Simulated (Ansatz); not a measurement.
# InSb3: the cost of one run

Method: DFT PBE, scalar-relativistic, plane waves, PAW, in Ansatz 0.2.0.

17 further runs of the same task are left out: 17 set aside as unsound or not needed.

## (1) The starting structure

The structure is cubic, space group Pm-3m (No. 221). Conventional cell: a = 4.814 Å, b = 4.814 Å, c = 4.814 Å, α = 90.00°, β = 90.00°, γ = 90.00°. In (site symmetry m-3m) is surrounded by 12 Sb at 3.40 Å. Sb (site symmetry 4/mmm) is surrounded by 4 In at 3.40 Å and 8 Sb at 3.40 Å.

Structure file:

```
CELL_PARAMETERS angstrom
4.81386 0.00000 0.00000
0.00000 4.81386 0.00000
0.00000 0.00000 4.81386
ATOMIC_POSITIONS crystal
In 0.00000 0.00000 0.00000
Sb 0.50000 0.00000 0.50000
Sb 0.00000 0.50000 0.50000
Sb 0.50000 0.50000 0.00000
```

It goes back to an entry of the Materials Project, which need not be the stable form.

It is the result of an earlier relaxation at this level (volume 27.89 Å³/atom; gap on the mesh: none (metal)).

## (2) The scan

The energy is mapped over two homogeneous strains (x along [1 0 0], y along [0 1 0], z along [0 0 1] of the conventional cell).

First coordinate, equal engineering shear yz, xz and xy: 7 values from −7.00 %. Second coordinate, equal normal strain along x, y and z: 7 values from −3 to 3 %.

Nothing else is relaxed (symmetry fixes all fractional coordinates). Energies count from the relaxed crystal. Points are written as (first, second).

## (3) Grid point (−4.67 %, −3 %)

The input, input.yaml:

```yaml
crystal:
  lattice:
    - [4.66944682, -0.1124036941, -0.1124036941]
    - [-0.1124036941, 4.66944682, -0.1124036941]
    - [-0.1124036941, -0.1124036941, 4.66944682]
  atoms:
    - { symbol: In, position: [0.0, 0.0, 0.0] }
    - { symbol: Sb, position: [0.5, 0.0, 0.5] }
    - { symbol: Sb, position: [0.0, 0.5, 0.5] }
    - { symbol: Sb, position: [0.5, 0.5, 0.0] }
basis:
  ecutwfc: 420
kpoints:
  mp_grid: { grid: [8, 8, 8] }
hamiltonian:
  xc: pbe
  pseudopotentials: { kind: paw, azcp: { folder: soft_1 } }
scf:
  occupations: { method: gaussian, width: 0.15 }
output:
  forces: true
  stress: true
  eigenvalues: true
```

The run is started by

```bash
ansatz run input.yaml --threads 2 --pin off --max-ram 4096MiB --backend cpu --events-out ev --progress --plain --runs-dir out
```

**Question.** How long does this run take on 2 threads of Arm Neoverse N1, shared host, and how much memory does it need?

About 11 s, with a peak of 0.45 GiB.
